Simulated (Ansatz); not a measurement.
# CH9AlN2O: the cost of one run

Method: UKS PBE-D4/STO-3G, in Ansatz 0.2.0.

## Step 1: The structure to begin with

Bond lengths: Al1–O2 2.178 Å, Al1–N3 1.778 Å, Al1–N4 1.774 Å, Al1–H5 1.819 Å, Al1–C6 2.291 Å, O2–H7 0.953 Å, N3–H8 1.009 Å, N3–H9 1.010 Å, N4–H10 1.010 Å, N4–H11 1.010 Å, C6–H12 1.096 Å, C6–H13 1.089 Å, C6–H14 1.089 Å. Angles (14 of 23 angles, heavy atoms first): O2–Al1–N3 111.9°, O2–Al1–N4 111.4°, O2–Al1–C6 73.7°, N3–Al1–N4 127.9°, N3–Al1–C6 109.7°, N4–Al1–C6 109.1°, Al1–O2–H7 127.3°, O2–Al1–H5 36.1°, N3–Al1–H5 115.0°, N4–Al1–H5 117.0°, H5–Al1–C6 37.6°, Al1–N3–H8 125.0°, Al1–N3–H9 126.6°, Al1–N4–H10 127.9°.

Coordinates:

```xyz
14

Al    0.0858   -0.5643    0.2364
O     1.7064    0.2803   -0.9481
N    -0.8962   -1.7115   -0.7030
N     0.5159   -0.6513    1.9557
H     0.6235    0.9150   -0.6756
C    -0.5388    1.5806   -0.2715
H     1.8970    0.1159   -1.8669
H    -1.5254   -2.3938   -0.3077
H    -0.9087   -1.8123   -1.7074
H     0.1591   -1.2888    2.6533
H     1.3005   -0.1494    2.3469
H    -1.3596    1.3926    0.4299
H    -0.0536    2.4866    0.0883
H    -1.0061    1.8004   -1.2303
```

## Step 2: Run 1

150 steps of 0.5 fs at constant energy, with velocities drawn for 100 K.

File input.yaml:

```yaml
crystal:
  periodic: [false, false, false]
  atoms:
    - { symbol: Al, position_ang: [0.0858, -0.5643, 0.2364] }
    - { symbol: O, position_ang: [1.7064, 0.2803, -0.9481] }
    - { symbol: "N", position_ang: [-0.8962, -1.7115, -0.703] }
    - { symbol: "N", position_ang: [0.5159, -0.6513, 1.9557] }
    - { symbol: H, position_ang: [0.6235, 0.915, -0.6756] }
    - { symbol: C, position_ang: [-0.5388, 1.5806, -0.2715] }
    - { symbol: H, position_ang: [1.897, 0.1159, -1.8669] }
    - { symbol: H, position_ang: [-1.5254, -2.3938, -0.3077] }
    - { symbol: H, position_ang: [-0.9087, -1.8123, -1.7074] }
    - { symbol: H, position_ang: [0.1591, -1.2888, 2.6533] }
    - { symbol: H, position_ang: [1.3005, -0.1494, 2.3469] }
    - { symbol: H, position_ang: [-1.3596, 1.3926, 0.4299] }
    - { symbol: H, position_ang: [-0.0536, 2.4866, 0.0883] }
    - { symbol: H, position_ang: [-1.0061, 1.8004, -1.2303] }
magnetization:
  spin_polarized: true
basis:
  gaussian: { orbitals: STO-3G }
hamiltonian:
  xc: pbe
  dispersion: d4
md:
  timestep: 0.5
  n_steps: 150
  ensemble: nve
  temperature: 100.0
  initial_velocities: maxwell_boltzmann
  seed: 876961
```

Launch:

```bash
ansatz run input.yaml --threads 1 --pin off --max-ram 2048MiB --backend cpu --events-out ev --progress --plain --runs-dir out
```

**Question.** How long does this run take on 1 thread of Arm Neoverse V1, shared host, and how much memory does it need?

About 10 min, with a peak of 0.12 GiB.
